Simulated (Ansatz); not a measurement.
# AlRu6: the cost of one run

The runs use Ansatz 0.2.0, Gaussian basis; UKS PBE0-D4/def2-TZVP.

The runs, in order: relaxation at r2SCAN-D4/def2-SVP; a single point at PBE0-D4/def2-TZVP.

4 further runs of the same task are left out: 3 that didn't finish, 1 set aside as unsound or not needed. Runs told in other sessions of the task aren't counted.

### Step 1. Where the work starts

7 atoms, charge 0, spin multiplicity 2.

Atoms are counted from 1 here; the program's logs count them from 0.

Bond lengths: Ru1–Ru4 2.311 Å, Ru1–Al7 2.448 Å, Ru2–Ru3 2.319 Å, Ru2–Ru4 2.413 Å, Ru2–Ru5 2.599 Å, Ru2–Ru6 2.325 Å, Ru3–Ru5 2.357 Å, Ru4–Ru5 2.376 Å, Ru4–Ru6 2.463 Å, Ru4–Al7 2.526 Å, Ru5–Al7 2.419 Å. Angles: Ru4–Ru1–Al7 64.0°, Ru3–Ru2–Ru4 113.4°, Ru3–Ru2–Ru5 56.9°, Ru3–Ru2–Ru6 176.0°, Ru4–Ru2–Ru5 56.4°, Ru4–Ru2–Ru6 62.6°, Ru5–Ru2–Ru6 119.0°, Ru2–Ru3–Ru5 67.5°, Ru1–Ru4–Ru2 174.6°, Ru1–Ru4–Ru5 119.7°, Ru1–Ru4–Ru6 117.7°, Ru1–Ru4–Al7 60.6°, Ru2–Ru4–Ru5 65.7°, Ru2–Ru4–Ru6 56.9°, Ru2–Ru4–Al7 124.7°, Ru5–Ru4–Ru6 122.7°, Ru5–Ru4–Al7 59.0°, Ru6–Ru4–Al7 178.2° and more.

Ru takes a core potential in the def2 sets. No spin-orbit coupling is included.

The start is a GFN2-xTB geometry.

### Step 2. Optimising with r2SCAN-D4/def2-SVP

Contents of in.yaml:

```yaml
crystal:
  periodic: [false, false, false]
  atoms:
    - {symbol: Ru, position_ang: [0.355410, 3.004360, 0.080980]}
    - {symbol: Ru, position_ang: [-1.215840, -1.443710, -0.013400]}
    - {symbol: Ru, position_ang: [0.411000, -3.095620, -0.069530]}
    - {symbol: Ru, position_ang: [-0.308900, 0.791990, 0.017150]}
    - {symbol: Ru, position_ang: [1.329660, -0.925330, -0.078360]}
    - {symbol: Ru, position_ang: [-2.726810, 0.322740, 0.033110]}
    - {symbol: Al, position_ang: [2.155490, 1.345560, 0.030050]}
basis:
  gaussian: {orbitals: def2-SVP}
magnetization: {spin_polarized: true, initial_magnetization: 1}
hamiltonian: {xc: r2scan, dispersion: d4}
scf: {lower_state_search: "off"}
output: {orbitals: {seedname: orbitals}}
relax: {f_tol: 0.02, max_steps: 100}
```

Started as:

```sh
ansatz run in.yaml --threads 4 --pin off --events-out ev --progress --plain --max-ram 4787MiB
```

What time and memory should one allow on 4 threads of Arm Neoverse V2, shared host?

About 16 min, with a peak of 0.85 GiB.
